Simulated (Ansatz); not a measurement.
# Gd2CCl: a single-point run

The task is a single-point run on Gd2CCl. The structure is shown as the input types it.

Program: Ansatz 0.2.0. Level of theory: DFT PBEsol, scalar-relativistic, plane waves, PAW; settings changed (as first typed). These are calculated values, not measurements.

### 1 The system as given

Symmetry: R-3m, No. 166, trigonal system. Conventional cell: a = 3.645 Å, b = 3.645 Å, c = 20.048 Å, α = 90.00°, β = 90.00°, γ = 120.00°. Around C (site symmetry -3m) lie 6 Gd at 2.47 Å. Cl (site symmetry -3m) is surrounded by 6 Gd at 2.93 Å. Gd (site symmetry 3m) has 3 C at 2.47 Å and 3 Cl at 2.93 Å in its first shell of neighbours.

As a file:

```cif
data_structure
_symmetry_space_group_name_H-M 'P 1'
_symmetry_Int_Tables_number 1
_cell_length_a 7.2900
_cell_length_b 7.2900
_cell_length_c 7.8978
_cell_angle_alpha 62.514
_cell_angle_beta 62.514
_cell_angle_gamma 60.000
_cell_volume 307.57
loop_
_atom_site_label
_atom_site_type_symbol
_atom_site_fract_x
_atom_site_fract_y
_atom_site_fract_z
_atom_site_occupancy
C1 C 0.50000 0.50000 0.50000 1
C2 C 0.50000 0.00000 0.50000 1
C3 C 0.00000 0.50000 0.50000 1
C4 C 0.00000 0.00000 0.50000 1
Cl1 Cl 0.00000 0.00000 0.00000 1
Cl2 Cl 0.00000 0.50000 0.00000 1
Cl3 Cl 0.50000 0.00000 0.00000 1
Cl4 Cl 0.50000 0.50000 0.00000 1
Gd1 Gd 0.23159 0.23159 0.30522 1
Gd2 Gd 0.23159 0.73159 0.30522 1
Gd3 Gd 0.73159 0.23159 0.30522 1
Gd4 Gd 0.73159 0.73159 0.30522 1
Gd5 Gd 0.76841 0.76841 0.69478 1
Gd6 Gd 0.76841 0.26841 0.69478 1
Gd7 Gd 0.26841 0.76841 0.69478 1
Gd8 Gd 0.26841 0.26841 0.69478 1
```

### 2 The run

Input file input.yaml:

```yaml
crystal:
  lattice:
    - [3.6450134023, 6.313348407, -1.5e-09]
    - [-3.6450134023, 6.313348407, -1.5e-09]
    - [0.0, 4.2088989396, 6.6827999015]
  atoms:
    - { symbol: C, position: [0.5, 0.5, 0.5] }
    - { symbol: C, position: [0.5, 0.0, 0.5] }
    - { symbol: C, position: [0.0, 0.5, 0.5] }
    - { symbol: C, position: [0.0, 0.0, 0.5] }
    - { symbol: Cl, position: [0.0, 0.0, 0.0] }
    - { symbol: Cl, position: [0.0, 0.5, 0.0] }
    - { symbol: Cl, position: [0.5, 0.0, 0.0] }
    - { symbol: Cl, position: [0.5, 0.5, 0.0] }
    - { symbol: Gd, position: [0.2315918564, 0.2315918564, 0.3052244308], spin: 7.56 }
    - { symbol: Gd, position: [0.2315918564, 0.7315918564, 0.3052244308], spin: 7.56 }
    - { symbol: Gd, position: [0.7315918564, 0.2315918564, 0.3052244308], spin: 7.56 }
    - { symbol: Gd, position: [0.7315918564, 0.7315918564, 0.3052244308], spin: 7.56 }
    - { symbol: Gd, position: [0.7684081436, 0.7684081436, 0.6947755692], spin: 7.56 }
    - { symbol: Gd, position: [0.7684081436, 0.2684081436, 0.6947755692], spin: 7.56 }
    - { symbol: Gd, position: [0.2684081436, 0.7684081436, 0.6947755692], spin: 7.56 }
    - { symbol: Gd, position: [0.2684081436, 0.2684081436, 0.6947755692], spin: 7.56 }
basis:
  ecutwfc: 420
  xc_grid: 2
kpoints:
  mp_grid: { grid: [4, 4, 4], shift: [0.0, 0.0, 0.0] }
hamiltonian:
  xc: pbesol
scf:
  occupations: { method: methfessel_paxton, width: 1.0 }
  lower_state_search: "off"
  max_iter: 60
output:
  forces: true
  eigenvalues: true
  stress: true
magnetization:
  spin_polarized: true
```

Command:

```bash
> ansatz run input.yaml --threads 8 --pin off --max-ram 14336MiB --backend cpu --events-out ev --progress --plain --runs-dir out
```

Q: Will this input give a usable result? If not, why, and what should change?

The program finished normally, with warnings (stability check not made). Convergence says nothing about whether the input makes sense.

In the input, scf.occupations.method is methfessel_paxton; scf.occupations.width is 1.0. A smearing this wide moves electrons out of filled levels into empty ones.

Run again and compare: set scf.occupations.method to gaussian and scf.occupations.width to 0.05.
